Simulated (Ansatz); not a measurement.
# GaH₆NSi₂: a ladder of functionals and wavefunction methods

Aim: compute GaH₆NSi₂ with functionals from several rungs and with coupled cluster, and see how far each lands from CCSD(T) at the basis-set limit for the atomisation energy.

Computed with Ansatz 0.2.0, Gaussian basis. Level: functionals in def2-TZVPP, the program's frozen cores in correlated methods.

Levels to be run: LDA (SPW92), PBE-D4, revPBE-D4, BLYP-D4, r2SCAN-D4, B97M-V, PBE0-D4, B3LYP-D4, r2SCANh-D4, r2SCAN0-D4, HSE06-D4, BHLYP-D4, CAM-B3LYP-D4, LC-ωPBE, ωB97X-V, ωB97M-V, B2PLYP, PBE-QIDH; CCSD(T)/def2-SVP; CCSD(T)/def2-TZVPP; MP2/def2-QZVPP; extrapolation to the limit; RPA on PBE.

## Step 1: The relaxed structure

The geometry comes from an earlier relaxation with PBE0-D4 in a triple-zeta def2 set; it is a stationary point, not always the lowest conformer.

SMILES `[NH]1[SiH2][SiH2][GaH]1`, 10 atoms, charge 0, spin multiplicity 1.

Atoms are counted from 1 here; the program's logs count them from 0.

Bond lengths: N1–Si2 1.739 Å, N1–Ga4 1.860 Å, N1–H5 1.010 Å, Si2–Si3 2.351 Å, Si2–H6 1.493 Å, Si2–H7 1.493 Å, Si3–Ga4 2.409 Å, Si3–H8 1.488 Å, Si3–H9 1.488 Å, Ga4–H10 1.562 Å. Angles: Si2–N1–Ga4 107.5°, Si2–N1–H5 124.1°, Ga4–N1–H5 128.4°, N1–Si2–Si3 91.0°, N1–Si2–H6 113.7°, N1–Si2–H7 113.7°, Si3–Si2–H6 115.9°, Si3–Si2–H7 115.9°, H6–Si2–H7 106.5°, Si2–Si3–Ga4 75.1°, Si2–Si3–H8 117.0°, Si2–Si3–H9 117.0°, Ga4–Si3–H8 117.8°, Ga4–Si3–H9 117.9°, H8–Si3–H9 108.9°, N1–Ga4–Si3 86.4°, N1–Ga4–H10 123.0°, Si3–Ga4–H10 150.6°.

Geometry (Å):

```tsv
atom	x (Å)	y (Å)	z (Å)
N1	-0.2181	0.8039	-1.1314
Si2	-0.6693	0.9444	0.5425
Si3	0.4009	-1.0879	1.0443
Ga4	0.7450	-0.7757	-1.3198
H5	-0.4561	1.4817	-1.8411
H6	-2.1453	0.9768	0.7651
H7	-0.1130	2.1563	1.2138
H8	-0.4654	-2.2182	1.4764
H9	1.5910	-1.0238	1.9358
H10	1.3302	-1.2574	-2.6855
```

## Step 2: LDA

This LDA is Slater exchange with PW92 correlation.

in.yaml reads:

```yaml
crystal:
  periodic: [false, false, false]
  atoms:
    - {symbol: N, position_ang: [-0.218089, 0.803883, -1.131416]}
    - {symbol: Si, position_ang: [-0.669335, 0.944365, 0.542488]}
    - {symbol: Si, position_ang: [0.400947, -1.087886, 1.044322]}
    - {symbol: Ga, position_ang: [0.745046, -0.775690, -1.319800]}
    - {symbol: H, position_ang: [-0.456077, 1.481665, -1.841131]}
    - {symbol: H, position_ang: [-2.145268, 0.976826, 0.765115]}
    - {symbol: H, position_ang: [-0.112981, 2.156302, 1.213827]}
    - {symbol: H, position_ang: [-0.465445, -2.218214, 1.476396]}
    - {symbol: H, position_ang: [1.590981, -1.023826, 1.935755]}
    - {symbol: H, position_ang: [1.330212, -1.257425, -2.685546]}
basis:
  gaussian: {orbitals: def2-TZVPP}
hamiltonian: {xc: lda}
output: {orbitals: {seedname: orbitals}}
```

The run is started by

```sh
ansatz run in.yaml --threads 4 --pin off --events-out ev --progress --plain --max-ram 10444MiB
```

Further steps of the session: PBE-D4 (GGA); revPBE-D4 (GGA); BLYP-D4 (GGA); r2SCAN-D4 (meta-GGA); B97M-V (meta-GGA); PBE0-D4 (hybrid); B3LYP-D4 (hybrid); r2SCANh-D4 (hybrid); r2SCAN0-D4 (hybrid); HSE06-D4 (hybrid); BHLYP-D4 (hybrid); CAM-B3LYP-D4 (range-separated); LC-ωPBE (range-separated); ωB97X-V (range-separated); ωB97M-V (range-separated); B2PLYP (double hybrid); PBE-QIDH (double hybrid); CCSD(T) in def2-SVP; CCSD(T) in def2-TZVPP; MP2 in def2-QZVPP; RPA on PBE orbitals.

Before running them: what should the planned runs give, taken together? Wanted: atomisation energy, CCSD(T)/CBS; farthest beyond LDA; mean size of error, GGA; mean size of error, meta-GGA; mean size of error, hybrid; mean size of error, range-separated; mean size of error, double hybrid; gap, smallest and largest; T1 diagnostic.

**Answer**, as computed:

| quantity | value |
| --- | --- |
| atomisation energy, CCSD(T)/CBS | 2964.1 kJ/mol |
| functionals within 29.6 kJ/mol (1.0 %) | PBE-D4, r2SCAN-D4, B97M-V, B3LYP-D4, r2SCANh-D4, CAM-B3LYP-D4, ωB97X-V, ωB97M-V |
| farthest beyond LDA | BHLYP-D4 (-74.7 kJ/mol) |
| mean size of error, GGA | 44.2 kJ/mol |
| mean size of error, meta-GGA | 11.8 kJ/mol |
| mean size of error, hybrid | 40.5 kJ/mol |
| mean size of error, range-separated | 20.7 kJ/mol |
| mean size of error, double hybrid | 51.9 kJ/mol |
| gap, smallest and largest | 3.68 eV (LDA (SPW92)), 10.01 eV (LC-ωPBE) |
| T1 diagnostic | 0.0153 |
| triples share of the correlation energy | 4.2 % |

What this shows: LDA overbinds by 363.3 kJ/mol (12 %). PBE-D4 is off by -11.6 kJ/mol. Double hybrids carry the basis error of their MP2 part in triple zeta, and no dispersion term here, so their miss is partly the set-up's. The rungs meta-GGA, range-separated miss on average by less than the doubt on the reference (29.6 kJ/mol), so they tie. The reference freezes the cores and leaves out relativity and excitations past (T), and its outer-core shells are covered unevenly, so misses under about 29.6 kJ/mol can't be ranked. Hartree-Fock recovers 71 % of the binding; the rest is correlation. CCSD(T) in def2-SVP is off by -239.8 kJ/mol, more than most functionals: a good method in a small basis is no reference. Orbital gaps span 3.7 to 10.0 eV; exact exchange widens them. Correlated methods include outer-core shells of Ga, which these sets cover unevenly.
